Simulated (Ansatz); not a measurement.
# GeH− (singlet): from Hartree-Fock to the top rungs at distance Ge1–H2 = 3.572 Å, aug-cc-pVDZ

Aim: climb from Hartree-Fock through coupled cluster and multireference methods for GeH− (singlet) at one geometry and basis, and see what each rung misses.

Program: Ansatz 0.2.0, Gaussian basis. Level of theory: aug-cc-pVDZ, core rule «outside noble gas», up to 14 orbitals frozen. These are calculated values, not measurements.

Plan: UHF; CCSD(T) on RHF; CCSD(T) on UHF; BCCD(T) on RHF; CISD; CCSDT(Q) on RHF; CCSDT(Q) on UHF; CASSCF and MRCISD+Q, 2 electrons in 2 orbitals; CASSCF and NEVPT2, 2 electrons in 2 orbitals; CASSCF and MRCISD+Q, 6 electrons in 5 orbitals; CASSCF and NEVPT2, 6 electrons in 5 orbitals; Full CI.

21 further runs of the same task are left out: 4 for a known fault of the program, 14 that didn't finish, 3 set aside as unsound or not needed.

## (1) What is computed

The geometry derives from a PBE0/def2-TZVPD stationary point (not a proven minimum). One bond is set to the value named and the two fragments are kept rigid. No spin-orbit coupling is included. The filled d shell of Ge may be among the frozen orbitals whatever the setting's name suggests; the logs give the count.

2 atoms, charge -1, spin multiplicity 1.

Atoms are counted from 1 here; the program's logs count them from 0.

No contacts short enough for the rule that draws bonds.

## (2) UHF

File in.yaml:

```yaml
crystal:
  periodic: [false, false, false]
  atoms:
    - {symbol: Ge, position_ang: [0.000000, 0.000000, 0.000000]}
    - {symbol: H, position_ang: [0.000000, 0.000000, 3.572000]}
basis:
  gaussian: {orbitals: aug-cc-pVDZ}
total_charge: -1
magnetization: {spin_polarized: true, initial_magnetization: 0}
hamiltonian: {xc: hf}
output: {orbitals: {seedname: orbitals}}
```

Started as:

```
$ ansatz run in.yaml --threads 1 --pin off --events-out ev --progress --plain --max-ram 2393MiB
```

The runs that follow: CCSD(T) on RHF; CCSD(T) on UHF; BCCD(T) on RHF; CISD; CCSDT(Q) on RHF; CCSDT(Q) on UHF; CASSCF and MRCISD+Q, 2 electrons in 2 orbitals; CASSCF and NEVPT2, 2 electrons in 2 orbitals; CASSCF and MRCISD+Q, 6 electrons in 5 orbitals; CASSCF and NEVPT2, 6 electrons in 5 orbitals; Full CI.

Q: Predict the results of all the runs planned. Wanted: FCI below the RHF energy; RMP2 from FCI; RCCSD from FCI; RCCSD(T) from FCI; RCCSDT(Q) from FCI; NEVPT2 valence from FCI; MRCISD+Q valence from FCI; T1 diagnostic; effectively unpaired electrons.

As calculated:

| quantity | value |
| --- | --- |
| FCI below the RHF energy | -3.7318 eV |
| RMP2 from FCI | +140.6 kJ/mol |
| RCCSD from FCI | +38.0 kJ/mol |
| RCCSD(T) from FCI | +18.3 kJ/mol |
| RCCSDT(Q) from FCI | -1.6 kJ/mol |
| NEVPT2 valence from FCI | +72.5 kJ/mol |
| MRCISD+Q valence from FCI | -1.8 kJ/mol |
| levels within 1 kcal/mol (43 meV) | RCCSDT, RCCSDT(Q), MRCISD+Q valence |
| T1 diagnostic | 0.079 |
| effectively unpaired electrons | 2.46 |

What this shows: RCCSD(T) misses by +18.3 kJ/mol, 5.1 % of the correlation energy. RCCSDT(Q), MRCISD+Q valence fall below full CI, which methods that aren't variational can do. With 2.5 effectively unpaired electrons against 0 the state is strongly multireference. Of the multireference levels listed MRCISD+Q valence comes nearest in total energy (-1.8 kJ/mol), which doesn't show that its space is the better one. Coupled cluster took another determinant than the lowest Hartree-Fock one. These misses are within one basis, not against nature.
